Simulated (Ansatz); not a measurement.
# CH7Ge: the cost of one run

Program: Ansatz 0.2.0, Gaussian basis. Level of theory: cc-pVDZ, all electrons in the functionals, frozen cores in the correlation of double hybrids and RPA. These are calculated values, not measurements.

To be run: wB97M-V, B2PLYP, RPA-PBE, at 1.534 Å; 1.584 Å; 1.685 Å; 1.785 Å; 1.885 Å.

## 1. The system

The geometry derives from fragments relaxed apart (PBE0/def2-TZVP) and kept rigid, so it is no stationary point. A hydrogen atom is moved between rigid fragments. No spin-orbit coupling is included. The filled d shell of Ge may be among the frozen orbitals whatever the setting's name suggests; the logs give the count.

9 atoms, charge 0, spin multiplicity 2.

Atoms are counted from 1 here; the program's logs count them from 0.

Bond lengths: Ge1–H2 1.534 Å, Ge1–H3 1.534 Å, Ge1–H4 1.534 Å, Ge1–H5 1.534 Å, C6–H7 1.080 Å, C6–H8 1.080 Å, C6–H9 1.080 Å. Angles: H2–Ge1–H3 109.5°, H2–Ge1–H4 109.5°, H2–Ge1–H5 109.5°, H3–Ge1–H4 109.5°, H3–Ge1–H5 109.5°, H4–Ge1–H5 109.5°, H7–C6–H8 120.0°, H7–C6–H9 120.0°, H8–C6–H9 120.0°.

No dispersion term is added; wB97M-V holds VV10 nonlocal correlation.

The geometry shown and the zero of energy belong to the point 1.534 Å. The yardstick, UCCSDT(Q), and other wave-function levels (R restricted, U unrestricted, valence and pair active spaces) come from earlier runs.

## 2. wB97M-V, 1.534 Å

File in.yaml:

```yaml
crystal:
  periodic: [false, false, false]
  atoms:
    - {symbol: Ge, position_ang: [-0.487728, 0.000000, 0.000000]}
    - {symbol: H, position_ang: [-0.999178, 1.446599, 0.000000]}
    - {symbol: H, position_ang: [-0.999178, -0.723300, 1.252792]}
    - {symbol: H, position_ang: [-0.999178, -0.723299, -1.252792]}
    - {symbol: H, position_ang: [1.046622, 0.000000, 0.000000]}
    - {symbol: C, position_ang: [2.487272, 0.000000, 0.000000]}
    - {symbol: H, position_ang: [2.487272, -1.080022, 0.000000]}
    - {symbol: H, position_ang: [2.487272, 0.540011, 0.935327]}
    - {symbol: H, position_ang: [2.487272, 0.540012, -0.935327]}
basis:
  gaussian: {orbitals: cc-pVDZ}
magnetization: {spin_polarized: true, initial_magnetization: 1}
hamiltonian: {xc: {name: wB97M-V}}
output: {orbitals: {seedname: orbitals}}
```

Command:

```
ansatz run in.yaml --threads 1 --pin off --events-out ev --progress --plain --max-ram 2816MiB --backend cpu
```

**Question.** How long does this run take on 1 thread of AMD EPYC 7R13, shared host, and how much memory does it need?

About 10 s, with a peak of 0.38 GiB.
